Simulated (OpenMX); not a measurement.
HfIn4SiO6 under changes of volume

One of the cells (21.224 Å³/atom); the others are scaled copies at fixed shape and fractional positions:

```xyz
12
Lattice="5.2774 0.0000 0.0000 -2.6387 4.5704 0.0000 0.0000 0.0000 10.5590" Properties=species:S:1:pos:R:3 pbc="T T T"
Hf    2.6387    1.5234    0.0000
In    0.0000    0.0000    3.2148
In    0.0000    0.0000    7.3442
In    0.0000    3.0469    8.3331
In    0.0000    3.0469    2.2260
Si    0.0000    0.0000    0.0000
O     3.2747    3.2219    9.5002
O     1.4858    0.1234    1.0589
O     0.8498    1.2250    9.5002
O     2.0027    3.2219    1.0589
O     3.7916    0.1234    9.5002
O     4.4277    1.2250    1.0589
```

The cell was built by a generator and needn't be a form met in nature.

```yaml
Program: OpenMX 3.8.5
Functional: PBE
Potentials_or_basis: OpenMX 2013 PBE set, Hf7.0-s3p2d2, In7.0-s3p2d1, Si7.0-s2p1d1, O6.0-s2p2, fixed grid of 60 × 60 × 144 points
k_mesh: 7 × 7 × 3
Occupations: fermi-dirac, width 0.05 eV
Spin: no spin polarisation
```

```csv
volume (Å³/atom),energy over the lowest point (meV/atom),gap on the mesh (eV),largest force (eV/Å)
19.950,36.26,none,0.865
20.375,19.33,0.15,0.651
20.799,?,?,?
21.224,1.68,0.37,0.370
21.648,0.00,0.47,0.370
22.073,2.42,0.57,0.437
22.497,8.56,0.66,0.523
```

What does the run at 20.799 Å³/atom give?

Energy over the lowest point 7.96 meV/atom; gap on the mesh 0.26 eV; largest force 0.447 eV/Å.

Worked out: A Birch-Murnaghan fit of order 3 (a polynomial in V^(-2/3)) to the other rows has its minimum at 21.61 Å³/atom with B0 = V·E''(V) = 80 GPa and B' = 4.1 at fixed shape and positions, which overstates the stiffness. It gives 7.99 meV/atom at 20.799 Å³/atom, against the run's 7.96.

Energies are extrapolated to zero smearing.

Caveats: the basis has few d functions beyond the semicore shells, which can make volumes several per cent too large; the basis of atomic orbitals isn't converged, which shifts pressures, moduli and gaps; spin-orbit coupling is left out, which moves the levels of the heavy elements (some runs); an odd mesh through Γ misses points on the zone boundary, where band edges often lie (some runs).

A gap of «none» marks a metal or a gap under the smearing width.
